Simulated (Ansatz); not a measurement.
Fe4Si:

```
Fe Si
1.0
     0.00000    2.02761    9.46634
     1.52190    0.00000    9.46634
     1.52190    2.02761    0.00000
Fe Si
4 1
Direct
  0.59407 0.59407 0.40593
  0.19797 0.19797 0.80203
  0.80203 0.80203 0.19797
  0.40593 0.40593 0.59407
  0.00000 0.00000 0.00000
```

The cell comes from a database or a generator and needn't be the stable form of this composition.

| Item | Value |
| --- | --- |
| Program | Ansatz 0.2.0 |
| Task | single point |
| Functional | PBE |
| Potentials or basis | Ansatz PAW |
| Cutoff | 420 eV (not typed: the program's choice for these potentials) |
| k mesh | 11 × 11 × 11 |
| Occupations | fermi-dirac, width 0.05 eV |
| Spin | collinear spin, ferromagnetic start |
| Starting moments | [3.0, 3.0, 3.0, 3.0, 0.0] μB |

On this cell: pressure -1.2 GPa; largest force 0.043 eV/Å; net moment 8.84 μB per cell; site moments Fe +1.94, +2.58; Si -0.06 μB; band gap on the k mesh none (metal or under the smearing width).

The same run follows on a disturbed copy (atoms moved at random, drawn with an rms of 0.05 Å):

```
CELL_PARAMETERS angstrom
0.00000 2.02761 9.46634
1.52190 0.00000 9.46634
1.52190 2.02761 0.00000
ATOMIC_POSITIONS crystal
Fe 0.59302 0.60010 0.41259
Fe 0.17417 0.22114 0.81144
Fe 0.81233 0.79291 0.18977
Fe 0.42089 0.39124 0.58633
Si 0.99414 0.01025 0.99850
```

Question: What changes?

Answer: The energy (extrapolated to zero smearing) moves by +5.4 meV/atom; pressure -1.1 GPa; largest force 0.481 eV/Å; net moment 8.85 μB per cell; site moments Fe +1.92, +2.56, +2.58, +1.98; Si -0.06 μB; band gap on the k mesh none (metal or under the smearing width).

Forces in eV/Å, atoms in the order of the input:
```
Fe   0.045 -0.069 -0.316
Fe  -0.236  0.127  0.400
Fe   0.153 -0.034 -0.122
Fe   0.178 -0.010  0.230
Si  -0.140 -0.013 -0.191
```

Stress tensor (GPa, compression positive):
```
-1.15  0.03 -0.37
 0.03 -1.57  0.08
-0.37  0.08 -0.59
```
